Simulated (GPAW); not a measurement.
# HfMoC2 (P4/mmm) in GPAW: settings compared, part 2 of 2

GPAW 26.7.0. The steps go on from the part before.

## 4. Relaxation of cell and atoms, PBEsol+D4

The input, run.py:

```python
from ase import Atoms
from ase.calculators.mixing import SumCalculator
from ase.filters import FrechetCellFilter
from ase.io import write
from ase.optimize import BFGS
from dftd4.ase import DFTD4
from gpaw import GPAW, PW, setup_paths

setup_paths.insert(0, '.')

atoms = Atoms(['Hf', 'Mo', 'C', 'C'],
              cell=[[3.191423, 0.0, 0.0],
                    [0.0, 3.191423, 0.0],
                    [0.0, 0.0, 4.485164]],
              scaled_positions=[[0.0, 0.0, 0.0],
                                [0.5, 0.5, 0.5],
                                [0.5, 0.5, 0.0],
                                [0.0, 0.0, 0.5]],
              pbc=True)

calc = GPAW(mode=PW(800),
            xc='PBEsol',
            kpts={'size': (6, 6, 5), 'gamma': True},
            occupations={'name': 'fermi-dirac', 'width': 0.05},
            nbands=33,
            convergence={'density': 1e-05, 'forces': 0.0001},
            maxiter=150,
            txt='gpaw.txt')
atoms.calc = SumCalculator([calc, DFTD4(method='pbesol')])
opt = BFGS(FrechetCellFilter(atoms), trajectory='relax.traj', logfile='-')
done = opt.run(fmax=0.02, steps=60)
calc.write('gs.gpw')
write('result.traj', atoms)
print('Converged:', done)
print('Cell:', atoms.cell.cellpar().round(4))
print('Volume:', round(atoms.get_volume(), 4))
print(atoms.get_scaled_positions().round(5))
```

Potentials or basis: PAW data sets generated in the run's folder for this functional, pw.

Run with:

```sh
gpaw-setup -f PBEsol C Hf Mo
OMP_NUM_THREADS=1 python run.py
```

gpaw.txt:

```text
__  _  _
 | _ |_)|_||  |
 |__||  | ||/\| - 26.7.0

Input parameters:
  mode=PW(ecut=800.0),
  convergence={'density': 1e-05, 'forces': 0.0001},
  kpts=MonkhorstPack(size=(6, 6, 5), gamma=True),
  maxiter=150,
  nbands=33,
  occupations=Occupations(name='fermi-dirac', width=0.05),
  xc=XC(name='PBEsol')

Diagonalizing LCAO Hamiltonian
Converting LCAO to pw mode
   .-------.
  /|       |
 * |       |
 | |       |
 | |  Mo   |
 C |       |
 | .-------.
 |/   C   /
 Hf------*

Atoms  # Å, Bohr magnetons
|   | symbol |        x |        y |        z |    initial magnetic moments |
|---|--------|----------|----------|----------|-----------------------------|
| 0 |     Hf | 0.000000 | 0.000000 | 0.000000 | ( 0.0000,  0.0000,  0.0000) |
| 1 |     Mo | 1.595711 | 1.595711 | 2.242582 | ( 0.0000,  0.0000,  0.0000) |
| 2 |      C | 1.595711 | 1.595711 | 0.000000 | ( 0.0000,  0.0000,  0.0000) |
| 3 |      C | 0.000000 | 0.000000 | 2.242582 | ( 0.0000,  0.0000,  0.0000) |

Unit cell  # Å
| periodic |        x |        y |        z |  lengths |    angles |
|----------|----------|----------|----------|----------|-----------|
|      yes | 3.191423 | 0.000000 | 0.000000 | 3.191423 | 90.000000 |
|      yes | 0.000000 | 3.191423 | 0.000000 | 3.191423 | 90.000000 |
|      yes | 0.000000 | 0.000000 | 4.485164 | 4.485164 | 90.000000 |

Number of symmetries: 16
Symmetry operations  # r_c * U_cc + t_c -> r_c
|    | kind |            matrix            |
|----|------|------------------------------|
|  0 |  E   |  1, 0, 0,  0, 1, 0,  0, 0, 1 |
|  1 |  σ   |  1, 0, 0,  0, 1, 0,  0, 0,-1 |
|  2 |  σ   |  1, 0, 0,  0,-1, 0,  0, 0, 1 |
|  3 |  C2  |  1, 0, 0,  0,-1, 0,  0, 0,-1 |
|  4 |  σ   |  0, 1, 0,  1, 0, 0,  0, 0, 1 |
|  5 |  C2  |  0, 1, 0,  1, 0, 0,  0, 0,-1 |
|  6 |  C4  |  0, 1, 0, -1, 0, 0,  0, 0, 1 |
|  7 |  S4  |  0, 1, 0, -1, 0, 0,  0, 0,-1 |
|  8 |  C4  |  0,-1, 0,  1, 0, 0,  0, 0, 1 |
[... 166 lines left out ...]
SCF iterations
|iter     | |      energy | eigst |  dens |force |
|---------|-|-------------|-------|-------|------|
|iter:   1| |  -48.480007 | +0.26 |       |      |
[... 359 lines left out ...]
| 3 |      C | 0.000000 |  0.000000 |  2.213634 | ( 0.0000,  0.0000,  0.0000) |

Unit cell  # Å
| periodic |         x |         y |         z |  lengths |    angles |
|----------|-----------|-----------|-----------|----------|-----------|
|      yes |  3.151474 | -0.000000 | -0.000000 | 3.151474 | 90.000000 |
|      yes | -0.000000 |  3.151474 |  0.000000 | 3.151474 | 90.000000 |
|      yes | -0.000000 |  0.000000 |  4.427269 | 4.427269 | 90.000000 |

Number of symmetries: 16
Symmetry operations  # r_c * U_cc + t_c -> r_c
|    | kind |            matrix            |
|----|------|------------------------------|
|  0 |  E   |  1, 0, 0,  0, 1, 0,  0, 0, 1 |
|  1 |  σ   |  1, 0, 0,  0, 1, 0,  0, 0,-1 |
|  2 |  σ   |  1, 0, 0,  0,-1, 0,  0, 0, 1 |
|  3 |  C2  |  1, 0, 0,  0,-1, 0,  0, 0,-1 |
|  4 |  σ   |  0, 1, 0,  1, 0, 0,  0, 0, 1 |
|  5 |  C2  |  0, 1, 0,  1, 0, 0,  0, 0,-1 |
|  6 |  C4  |  0, 1, 0, -1, 0, 0,  0, 0, 1 |
|  7 |  S4  |  0, 1, 0, -1, 0, 0,  0, 0,-1 |
|  8 |  C4  |  0,-1, 0,  1, 0, 0,  0, 0, 1 |
[... 224 lines left out ...]
No gap
No difference between direct/indirect transitions

Stress tensor  # eV/Ang^3
|         x |         y |         z |
|-----------|-----------|-----------|
| -0.021541 |  0.000000 |  0.000000 |
|  0.000000 | -0.021541 |  0.000000 |
|  0.000000 |  0.000000 | -0.022062 |

Forces  # eV/Ang
|        x |       y |       z |
|----------|---------|---------|
| -0.00000 | 0.00000 | 0.00000 |  # Hf   0
|  0.00000 | 0.00000 | 0.00000 |  # Mo   1
|  0.00000 | 0.00000 | 0.00000 |  # C    2
|  0.00000 | 0.00000 | 0.00000 |  # C    3

Interpolating wave functions to new cell

       C    Mo

       Hf   C

Atoms  # Å, Bohr magnetons
|   | symbol |        x |         y |         z |    initial magnetic moments |
|---|--------|----------|-----------|-----------|-----------------------------|
| 0 |     Hf | 0.000000 | -0.000000 | -0.000000 | ( 0.0000,  0.0000,  0.0000) |
| 1 |     Mo | 1.576382 |  1.576382 |  2.214591 | ( 0.0000,  0.0000,  0.0000) |
| 2 |      C | 1.576382 |  1.576382 |  0.000000 | ( 0.0000,  0.0000,  0.0000) |
| 3 |      C | 0.000000 |  0.000000 |  2.214591 | ( 0.0000,  0.0000,  0.0000) |

Unit cell  # Å
| periodic |         x |         y |        z |  lengths |    angles |
|----------|-----------|-----------|----------|----------|-----------|
|      yes |  3.152764 | -0.000000 | 0.000000 | 3.152764 | 90.000000 |
|      yes | -0.000000 |  3.152764 | 0.000000 | 3.152764 | 90.000000 |
|      yes |  0.000000 |  0.000000 | 4.429183 | 4.429183 | 90.000000 |

Number of symmetries: 16
Symmetry operations  # r_c * U_cc + t_c -> r_c
|    | kind |            matrix            |
|----|------|------------------------------|
|  0 |  E   |  1, 0, 0,  0, 1, 0,  0, 0, 1 |
|  1 |  σ   |  1, 0, 0,  0, 1, 0,  0, 0,-1 |
|  2 |  σ   |  1, 0, 0,  0,-1, 0,  0, 0, 1 |
|  3 |  C2  |  1, 0, 0,  0,-1, 0,  0, 0,-1 |
|  4 |  σ   |  0, 1, 0,  1, 0, 0,  0, 0, 1 |
|  5 |  C2  |  0, 1, 0,  1, 0, 0,  0, 0,-1 |
|  6 |  C4  |  0, 1, 0, -1, 0, 0,  0, 0, 1 |
|  7 |  S4  |  0, 1, 0, -1, 0, 0,  0, 0,-1 |
|  8 |  C4  |  0,-1, 0,  1, 0, 0,  0, 0, 1 |
[... 221 lines left out ...]
No gap
No difference between direct/indirect transitions

Stress tensor  # eV/Ang^3
|         x |         y |         z |
|-----------|-----------|-----------|
| -0.019157 |  0.000000 |  0.000000 |
|  0.000000 | -0.019157 |  0.000000 |
|  0.000000 |  0.000000 | -0.019552 |

Forces  # eV/Ang
|       x |        y |       z |
|---------|----------|---------|
| 0.00000 |  0.00000 | 0.00000 |  # Hf   0
| 0.00000 |  0.00000 | 0.00000 |  # Mo   1
| 0.00000 | -0.00000 | 0.00000 |  # C    2
| 0.00000 |  0.00000 | 0.00000 |  # C    3

# Writing to gs.gpw (mode='')
```

Run time: 2.7 min. Hardware: 1 thread of Intel Xeon Platinum 8488C (Sapphire Rapids), shared host; peak memory 0.28 GiB.

Results:

```yaml
Free_energy: -41.9816 eV
Relaxed_volume: 11.01 Å³/atom
Relaxed_cell: a = 3.153 Å, b = 3.153 Å, c = 4.429 Å, α = 90.00°, β = 90.00°, γ = 90.00°
Space_group_after_relaxing_to_0.05_Å: P4/mmm (No. 123)
Energy_gained_by_relaxing: 13.2 meV/atom
Ionic_steps: 4
Pressure_after_relaxing: 0.0 GPa
Band_gap_on_the_k_mesh: none (metal or under the smearing width)
Dispersion_energy_per_atom: -0.207 eV
```

The path:
```csv
step,energy change (eV),largest force (eV/Å),pressure (GPa),volume (Å³)
1,0.0000,0.0000,-10.41,45.68
2,-0.0206,0.0000,-8.31,45.32
3,-0.0527,0.0000,0.37,43.97
4,-0.0529,0.0000,-0.01,44.03
```

Final structure:
```yaml
crystal:
  lattice:
    - [3.15276, 0.00000, 0.00000]
    - [0.00000, 3.15276, 0.00000]
    - [0.00000, 0.00000, 4.42918]
  atoms:
    - { symbol: Hf, position: [0.00000, 0.00000, 0.00000] }
    - { symbol: Mo, position: [0.50000, 0.50000, 0.50000] }
    - { symbol: C, position: [0.50000, 0.50000, 0.00000] }
    - { symbol: C, position: [0.00000, 0.00000, 0.50000] }
```

Caveat: later steps reuse the first step's grids; pairwise dispersion overbinds metals, which lowers pressure and volume.

## 5. Summary

| level | gap on the mesh (eV) | pressure (GPa) | relaxed volume (Å³/atom) |
| --- | --- | --- | --- |
| PBEsol+D3(BJ) | none | 0.0 | 10.90 |
| PBEsol+D3(BJ)+ATM | none | 0.0 | 10.95 |
| PBEsol+D4 | none | 0.0 | 11.01 |

Alike in all rows: task relaxation of cell and atoms; potentials or basis PAW data sets generated in the run's folder for this functional, pw; no spin polarisation; cell relaxed; k mesh 6 × 6 × 5; cutoff (eV) 800; smearing fermi-dirac 0.05 eV.

Caveats: later steps reuse the first step's grids; pairwise dispersion overbinds metals, which lowers pressure and volume.

Absolute energies hang on the potentials; compare differences alone.
